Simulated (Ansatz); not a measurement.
**C3H6ClFSi: up Jacob's ladder to CCSD(T)**

The task here is to estimate one member of a computed series from the others.

Method: functionals in def2-TZVPP, the program's frozen cores in correlated methods; program: Ansatz 0.2.0, Gaussian basis.

The runs, in order: PBE-D4, r2SCAN-D4, PBE0-D4, B3LYP-D4, ωB97X-V, ωB97M-V, B2PLYP; CCSD(T)/def2-TZVPP; MP2/def2-QZVPP; extrapolation to the limit.

### The geometry

An earlier PBE0-D4 in a triple-zeta def2 set relaxation fixed the geometry.

SMILES `C[C@]1(Cl)[SiH2][C@@H]1F`, 12 atoms, charge 0, spin multiplicity 1.

Atoms are counted from 1 here; the program's logs count them from 0.

Bond lengths: C1–C2 1.505 Å, C1–H7 1.093 Å, C1–H8 1.093 Å, C1–H9 1.090 Å, C2–Cl3 1.774 Å, C2–Si4 1.876 Å, C2–C5 1.525 Å, Si4–C5 1.873 Å, Si4–H10 1.476 Å, Si4–H11 1.477 Å, C5–F6 1.367 Å, C5–H12 1.088 Å. Angles: C2–C1–H7 110.4°, C2–C1–H8 110.7°, C2–C1–H9 110.4°, H7–C1–H8 107.7°, H7–C1–H9 108.9°, H8–C1–H9 108.6°, C1–C2–Cl3 112.6°, C1–C2–Si4 117.9°, C1–C2–C5 116.0°, Cl3–C2–Si4 121.7°, Cl3–C2–C5 114.7°, Si4–C2–C5 65.9°, C2–Si4–C5 48.0°, C2–Si4–H10 121.4°, C2–Si4–H11 115.6°, C5–Si4–H10 117.8°, C5–Si4–H11 119.9°, H10–Si4–H11 116.6° and more.

The first run:

in.yaml reads:

```yaml
crystal:
  periodic: [false, false, false]
  atoms:
    - {symbol: C, position_ang: [-0.856284, -1.204754, -0.270503]}
    - {symbol: C, position_ang: [0.157984, -0.123633, -0.531651]}
    - {symbol: Cl, position_ang: [0.737964, -0.124585, -2.208568]}
    - {symbol: Si, position_ang: [1.256380, 0.412566, 0.891233]}
    - {symbol: C, position_ang: [-0.174723, 1.255595, 0.026633]}
    - {symbol: F, position_ang: [-1.426555, 1.430103, 0.547711]}
    - {symbol: H, position_ang: [-1.735957, -1.062758, -0.903792]}
    - {symbol: H, position_ang: [-1.188241, -1.179991, 0.770083]}
    - {symbol: H, position_ang: [-0.427809, -2.185799, -0.475186]}
    - {symbol: H, position_ang: [2.613319, 0.945650, 0.658146]}
    - {symbol: H, position_ang: [1.033269, -0.291926, 2.170136]}
    - {symbol: H, position_ang: [0.087656, 2.074432, -0.640242]}
basis:
  gaussian: {orbitals: def2-TZVPP}
hamiltonian: {xc: pbe, dispersion: d4}
output: {forces: true, orbitals: {seedname: orbitals}}
```

Launch:

```console
$ ansatz run in.yaml --threads 2 --pin off --events-out ev --progress --plain --max-ram 22528MiB --backend cuda --devices 0, --max-vram 18GiB
```

Steps of the session up to this table: PBE-D4 (GGA); r2SCAN-D4 (meta-GGA); PBE0-D4 (hybrid); B3LYP-D4 (hybrid); ωB97X-V (range-separated); ωB97M-V (range-separated); B2PLYP (double hybrid); CCSD(T) in def2-TZVPP; MP2 in def2-QZVPP.

One of the session's tables, all rows but one given; the rest of the session is left out.

| method | atomisation energy (kcal/mol) |
| --- | --- |
| PBE-D4 | 1069.6 |
| r2SCAN-D4 | 1047.4 |
| PBE0-D4 | 1049.7 |
| B3LYP-D4 | 1037.7 |
| ωB97X-V | 1046.4 |
| ωB97M-V | 1045.8 |
| B2PLYP | 1026.5 |
| HF/def2-TZVPP | 748.5 |
| MP2/def2-TZVPP | ? |
| CCSD/def2-TZVPP | 994.1 |
| CCSD(T)/def2-TZVPP | 1012.2 |
| MP2/CBS | 1062.1 |
| CCSD(T)/CBS | 1040.4 |

Estimate the missing values for MP2/def2-TZVPP.

**Answer.** atomisation energy (kcal/mol): 1034.0. In the column «atomisation energy (kcal/mol)» it lies between B2PLYP (1026.5) and B3LYP-D4 (1037.7).

Among the levels timed on like hardware and quicker than the yardstick, those that no quicker one beats, quickest first: PBE-D4 (2.5 s, +29.3 kcal/mol); PBE0-D4 (2.7 s, +9.3 kcal/mol); B3LYP-D4 (2.9 s, -2.6 kcal/mol). Runs this short are mostly start-up, so their order is noise.

B2PLYP carry no dispersion term (for B3LYP, D4 adds 11.8 kcal/mol).
